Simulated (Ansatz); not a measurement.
This script makes a check of PAW against all-electron LAPW of Pt, space group Im-3m with Ansatz 0.2.0, Python API.

The script reads `pt.cif`:
```cif
data_Pt
_cell_length_a 2.743950
_cell_length_b 2.743950
_cell_length_c 2.743950
_cell_angle_alpha 109.47122
_cell_angle_beta 109.47122
_cell_angle_gamma 109.47122
_symmetry_space_group_name_H-M 'P 1'
_symmetry_Int_Tables_number 1
loop_
_symmetry_equiv_pos_as_xyz
'x, y, z'
loop_
_atom_site_label
_atom_site_type_symbol
_atom_site_fract_x
_atom_site_fract_y
_atom_site_fract_z
Pt1 Pt    0.000000    0.000000    0.000000
```

`paw_lapw_pt.py`
```python
"""PAW against all-electron LAPW for Pt."""

import ansatz as az
from ase.io import read
import numpy as np


def count_gap(report):
    # lowest empty less highest filled band, counting bands; zero where they overlap
    return max(report.get("gap_by_band_count_ev") or 0.0, 0.0)


def main() -> None:
    atoms = read("pt.cif")
    xtal = az.Crystal.from_ase(atoms)

    job = (
        xtal.calculation()
        .functional("pbesol")
        .kpoints(length=17)
        .occupations("fermi_dirac", width=0.2)
        .mixing("msr1", preconditioner="kerker")
        .scf(tolerance=1e-06)
        .stress()
        .forces()
        .band_table()
    )
    variants = {
        "PAW": job.pseudopotentials("paw"),
        "LAPW": job.pseudopotentials("all_electron", lapw=True),
    }
    # totals differ by the cores that each treatment holds, so compare what does not depend on them
    rows = []
    for label, variant in variants.items():
        r = variant.run().report
        levels = np.array(r["eigenvalues_ev"][0]) - r["fermi_energy_ev"]
        print(label, "levels at the first k-point near E_F:", np.round(levels[np.abs(levels) < 5], 3))
        rows.append((label, r["n_electrons"], np.trace(r["stress_gpa"]) / 3, count_gap(r)))
    lines = [",".join(["treatment", "electrons in bands", "P GPa", "gap by band count eV"])] + [",".join(f"{v:.4f}" if isinstance(v, float) else str(v) for v in row) for row in rows]
    print("\n".join(lines))
    with open("paw_lapw.csv", "w") as handle:
        handle.write("\n".join(lines) + "\n")


if __name__ == "__main__":
    main()
```

How well do the two treatments of the cores agree on the pressure?

PAW gives -8.741 GPa and LAPW -8.768 GPa, 0.027 GPa apart. They took 0.6 and 6.3 s of processor time.

The run itself:

`python paw_lapw_pt.py` gives:
```text
DeckWarning: basis.ecutwfc = 420 eV, auto-derived from the records' recommended cutoffs: set by Pt (normal level)
DeckWarning: scf.convergence.dr2_threshold = 1e-6 eV is looser than this run's default, which is 1e-7 eV or tighter. The error in the forces grows as the threshold's square root, so leave the key out unless less accurate forces are enough
DeckWarning: output.stress: scf.convergence.dr2_threshold = 1e-6 eV is looser than the 1e-10 eV advised for a printed stress (1e-10 eV for each atom of the cell: 1). What an SCF threshold leaves in a stress goes as its square root, and in the free energy as the threshold itself, and one threshold admits the most on a [...]
PAW levels at the first k-point near E_F: [-3.508 -3.508 -3.508 -1.027 -1.027]
DeckWarning: output.stress: scf.convergence.dr2_threshold = 1e-6 eV is looser than the 1e-7 eV advised for a printed stress on datasets or a basis made for the crystal, by an estimate of what a threshold leaves in their stress. Set scf.convergence.dr2_threshold to 1e-7 eV or tighter
LAPW levels at the first k-point near E_F: [-3.507 -3.507 -3.507 -1.027 -1.027]
treatment,electrons in bands,P GPa,gap by band count eV
PAW,18.0000,-8.7407,0.0000
LAPW,42.0000,-8.7677,0.0000
```
(Warnings from the package without file and line, shortened.)

These settings explore the input space; cutoff and mesh may be short of convergence. No spin polarisation was allowed. The mesh is modest for a metal, so energies can be off by several to tens of meV an atom and pressures by half a GPa or more; differences at equal mesh fare better. A Fermi-Dirac width this large means warm electrons, whose thermal share enters the free energy. A gap by band count of zero or less means overlapping bands, a metal. At these settings the cell as given stands under about -9 GPa, so it isn't at this functional's equilibrium volume. This isn't the structure that Pt takes at ambient conditions. Gaps and levels are Kohn-Sham values on a finite set of k-points, without spin-orbit coupling. Pressure is positive in compression; the treatments may keep other shells as core, so totals and counts of electrons can differ. The whole script took 8.1 s on 1 thread of Arm Neoverse V1, on a shared host, peak memory 0.46 GiB.
